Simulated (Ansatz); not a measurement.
# SrIr2: the cost of one run

Program: Ansatz 0.2.0. Level of theory: DFT r2SCAN, scalar-relativistic, plane waves, PAW. These are calculated values, not measurements.

2 further runs of the same task are left out: 2 set aside as unsound or not needed.

## (1) The system as given

Symmetry: Fd-3m, No. 227, cubic system. The conventional cell has a = 7.697 Å, b = 7.697 Å, c = 7.697 Å, α = 90.00°, β = 90.00°, γ = 90.00°. Sr (site symmetry -43m) has 12 Ir at 3.19 Å and 4 Sr at 3.33 Å in its first shell of neighbours. Around Ir (site symmetry -3m) lie 6 Ir at 2.72 Å and 6 Sr at 3.19 Å.

Coordinates:

```xyz
6
Lattice="0.0000 3.8483 3.8483 3.8483 0.0000 3.8483 3.8483 3.8483 0.0000" Properties=species:S:1:pos:R:3 pbc="T T T"
Sr    3.8483    3.8483    3.8483
Sr    5.7725    5.7725    5.7725
Ir    0.9621    0.9621    0.9621
Ir    0.9621    2.8863    2.8863
Ir    2.8863    2.8863    0.9621
Ir    2.8863    0.9621    2.8863
```

This cell was relaxed beforehand with the same method: volume 19.00 Å³/atom, gap on the mesh none (metal).

## (2) Bands, states and charges

input.yaml reads:

```yaml
crystal:
  lattice:
    - [0.0, 3.8483451516, 3.8483451516]
    - [3.8483451516, 0.0, 3.8483451516]
    - [3.8483451516, 3.8483451516, 0.0]
  atoms:
    - { symbol: Sr, position: [0.5, 0.5, 0.5] }
    - { symbol: Sr, position: [0.75, 0.75, 0.75] }
    - { symbol: Ir, position: [0.125, 0.125, 0.125] }
    - { symbol: Ir, position: [0.625, 0.125, 0.125] }
    - { symbol: Ir, position: [0.125, 0.125, 0.625] }
    - { symbol: Ir, position: [0.125, 0.625, 0.125] }
basis:
  ecutwfc: 500
kpoints:
  mp_grid: { grid: [8, 8, 8] }
  band_path:
    path:
      - [[0.0, 0.0, 0.0], [0.5, 0.0, 0.5], [0.625, 0.25, 0.625]]
      - [[0.375, 0.375, 0.75], [0.0, 0.0, 0.0], [0.5, 0.5, 0.5], [0.5, 0.25, 0.75], [0.5, 0.0, 0.5]]
    npoints: 14
hamiltonian:
  xc: r2scan
scf:
  occupations: { method: gaussian, width: 0.1 }
  n_extra_bands: 15
output:
  forces: true
  stress: true
  eigenvalues: true
  populations: true
  dos: { projected: true, de: 0.02, nscf_kmesh: { grid: [12, 12, 12] } }
  bader: true
  write_density: true
  write_potential: true
  elf: true
  volumetric_format: npy
```

Run with:

```console
$ ansatz run input.yaml --threads 1 --pin off --max-ram 2560MiB --backend cpu --events-out ev --progress --plain --runs-dir out
```

**Question.** How long does this run take on 1 thread of Arm Neoverse V1, shared host, and how much memory does it need?

About 2.1 min, with a peak of 0.8 GiB.
